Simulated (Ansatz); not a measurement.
# BF₂H₃OSi: basis-set convergence

One table from this session's results is given with a row withheld; the runs are named, their logs left out.

The runs use Ansatz 0.2.0, Gaussian basis; one geometry, several basis sets.

Levels to be run: PBE0-D4/def2-SVP; ωB97M-V/def2-SVP; PBE0-D4/def2-QZVPP; ωB97M-V/def2-QZVPP; the functionals' def2-TZVPP values are taken from earlier runs.

### The relaxed structure

An earlier PBE0-D4 in a triple-zeta def2 set relaxation fixed the geometry.

SMILES `O[SiH2]B(F)F`, 8 atoms, charge 0, spin multiplicity 1.

Atoms are counted from 1 here; the program's logs count them from 0.

Bond lengths: O1–Si2 1.649 Å, O1–H6 0.958 Å, Si2–B3 2.038 Å, Si2–H7 1.483 Å, Si2–H8 1.492 Å, B3–F4 1.320 Å, B3–F5 1.323 Å. Angles: Si2–O1–H6 118.0°, O1–Si2–B3 111.7°, O1–Si2–H7 106.5°, O1–Si2–H8 112.2°, B3–Si2–H7 110.4°, B3–Si2–H8 107.7°, H7–Si2–H8 108.4°, Si2–B3–F4 122.2°, Si2–B3–F5 121.6°, F4–B3–F5 116.2°.

Set-up of the first run:

Input file in.yaml:

```yaml
crystal:
  periodic: [false, false, false]
  atoms:
    - {symbol: O, position_ang: [-0.626248, 0.564620, 1.599838]}
    - {symbol: Si, position_ang: [-0.097250, -0.561934, 0.518710]}
    - {symbol: B, position_ang: [0.576115, 0.302527, -1.200056]}
    - {symbol: F, position_ang: [1.232958, -0.379043, -2.119606]}
    - {symbol: F, position_ang: [0.357813, 1.579805, -1.465746]}
    - {symbol: H, position_ang: [-1.181111, 1.274685, 1.274904]}
    - {symbol: H, position_ang: [0.997220, -1.304974, 1.188004]}
    - {symbol: H, position_ang: [-1.167296, -1.532885, 0.148152]}
basis:
  gaussian: {orbitals: def2-SVP}
hamiltonian: {xc: pbe0, dispersion: d4}
output: {orbitals: {seedname: orbitals}}
```

Launch:

```console
> ansatz run in.yaml --threads 2 --pin off --events-out ev --progress --plain --max-ram 4352MiB
```

Among the steps run: PBE0-D4 in def2-SVP; ωB97M-V in def2-SVP; PBE0-D4 in def2-QZVPP; ωB97M-V in def2-QZVPP.

One table of the session follows, with a row left open; its other results are not shown here.

It belongs to the step «Functionals by basis». 

| functional | basis | HOMO (eV) |
| --- | --- | --- |
| PBE0-D4 | def2-SVP | -8.35 |
| PBE0-D4 | def2-TZVPP | -8.53 |
| PBE0-D4 | def2-QZVPP | -8.56 |
| ωB97M-V | def2-SVP | -10.55 |
| ωB97M-V | def2-TZVPP | -10.76 |
| ωB97M-V | def2-QZVPP | ? |

Q: Estimate the row for ωB97M-V, def2-QZVPP from the others.

As computed: HOMO (eV): -10.80. In the column «HOMO (eV)» it is the lowest.
